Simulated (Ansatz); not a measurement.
# ScAlN2: the cost of one run

Program: Ansatz 0.2.0. Level of theory: DFT PBE, scalar-relativistic, plane waves, PAW. These are calculated values, not measurements.

1 further run of the same task is left out (set aside as unsound or not needed).

**1. The system as given**

Symmetry: Fd-3m, No. 227, cubic system. Conventional cell: a = 9.386 Å, b = 9.386 Å, c = 9.386 Å, α = 90.00°, β = 90.00°, γ = 90.00°. Sc (site symmetry -43m) is surrounded by 4 N at 2.03 Å. Al (site symmetry -43m) is surrounded by 12 N at 3.89 Å and 4 Sc at 4.06 Å and 4 Al at 4.06 Å. N (site symmetry -3m) has 2 Sc at 2.03 Å as nearest neighbours.

As a file:

```
CELL_PARAMETERS angstrom
0.00000 4.69300 4.69300
4.69300 0.00000 4.69300
4.69300 4.69300 0.00000
ATOMIC_POSITIONS crystal
Sc 0.50000 0.50000 0.50000
Sc 0.75000 0.75000 0.75000
Al 0.25000 0.25000 0.25000
Al 0.00000 0.00000 0.00000
N 0.62500 0.62500 0.62500
N 0.62500 0.62500 0.12500
N 0.62500 0.12500 0.62500
N 0.12500 0.62500 0.62500
```

It is the end of an earlier relaxation with the same method, from a generated guess; it is a trial structure. At a tolerance of 0.05 Å it has space group Fd-3m (No. 227); it has 25.84 Å³/atom, an uncorrected energy of +0.95 eV/atom over the elements.

**2. Bands, states and charges**

The input, input.yaml:

```yaml
crystal:
  lattice:
    - [0.0, 4.6930009023, 4.6930009023]
    - [4.6930009023, 0.0, 4.6930009023]
    - [4.6930009023, 4.6930009023, 0.0]
  atoms:
    - { symbol: Sc, position: [0.5, 0.5, 0.5] }
    - { symbol: Sc, position: [0.75, 0.75, 0.75] }
    - { symbol: Al, position: [0.25, 0.25, 0.25], spin: -0.12 }
    - { symbol: Al, position: [0.0, 0.0, 0.0], spin: -0.12 }
    - { symbol: "N", position: [0.625, 0.625, 0.625], spin: 0.88 }
    - { symbol: "N", position: [0.625, 0.625, 0.125], spin: 0.88 }
    - { symbol: "N", position: [0.625, 0.125, 0.625], spin: 0.88 }
    - { symbol: "N", position: [0.125, 0.625, 0.625], spin: 0.88 }
basis:
  ecutwfc: 420
kpoints:
  mp_grid: { grid: [8, 8, 8] }
  band_path:
    path:
      - [[0.0, 0.0, 0.0], [0.5, 0.0, 0.5], [0.625, 0.25, 0.625]]
      - [[0.375, 0.375, 0.75], [0.0, 0.0, 0.0], [0.5, 0.5, 0.5], [0.5, 0.25, 0.75], [0.5, 0.0, 0.5]]
    npoints: 14
hamiltonian:
  xc: pbe
scf:
  occupations: { method: gaussian, width: 0.1 }
  n_extra_bands: 20
output:
  forces: true
  stress: true
  eigenvalues: true
  populations: true
  dos: { projected: true, de: 0.02, nscf_kmesh: { grid: [10, 10, 10] } }
  bader: true
  write_density: true
  write_potential: true
  elf: true
  volumetric_format: npy
magnetization:
  spin_polarized: true
checkpoint:
  read: start.run
  write: ck
  compress: false
  write_wavefunctions: false
  write_every: 100000
```

The run is started by

```bash
$ ansatz run input.yaml --threads 1 --pin off --max-ram 2560MiB --backend cpu --events-out ev --progress --plain --runs-dir out
```

What time and memory should one allow on 1 thread of Arm Neoverse V2, shared host?

About 2.3 min, with a peak of 0.92 GiB.
